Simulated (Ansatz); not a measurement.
## Ni3Pt under changes of volume

One of the cells (11.869 Å³/atom); the others are scaled copies at fixed shape and fractional positions:

```
CELL_PARAMETERS angstrom
-1.81487 1.81487 3.60339
1.81487 -1.81487 3.60339
1.81487 1.81487 -3.60339
ATOMIC_POSITIONS crystal
Pt 0.00000 0.00000 0.00000
Ni 0.50000 0.50000 0.00000
Ni 0.25000 0.75000 0.50000
Ni 0.75000 0.25000 0.50000
```

The cell comes from a database or a generator and needn't be the stable form of this composition.

* Program: Ansatz 0.2.0
* Functional: PBEsol
* Potentials or basis: all-electron LAPW, scalar-relativistic
* Cutoff: 309 eV (chosen from the basis error)
* Basis error allowed: 0.001 eV/atom
* k mesh: 10 × 10 × 10
* Occupations: fermi-dirac, width 0.05 eV
* Spin: collinear spin, ferromagnetic start
* Starting moments: [0.0, 1.0, 1.0, 1.0] μB

```tsv
volume (Å³/atom)	energy over the lowest point (meV/atom)	pressure (GPa)	moment (μB per cell)
11.157	?	?	?
11.394	4.43	5.8	2.30
11.631	0.00	0.5	2.34
11.869	2.91	-4.1	2.38
12.106	12.33	-8.3	2.42
12.343	27.49	-11.9	2.46
12.581	47.73	-15.1	2.49
```

**Question.** What does the run at 11.157 Å³/atom give?

**Answer.** Energy over the lowest point 17.15 meV/atom; pressure 11.7 GPa; moment 2.25 μB per cell.

Worked out: A Birch-Murnaghan fit of order 3 (a polynomial in V^(-2/3)) to the other rows has its minimum at 11.65 Å³/atom with B0 = V·E''(V) = 242 GPa and B' = 5.2 at fixed shape and positions, which overstates the stiffness. It gives 17.23 meV/atom at 11.157 Å³/atom, against the run's 17.15, and -dE/dV = 11.7 GPa, against 11.7. A straight line through the other rows of the moment, of slope 0.162 μB per Å³/atom, extrapolates to 2.26 μB, against the run's 2.25.

Energies are extrapolated to zero smearing.
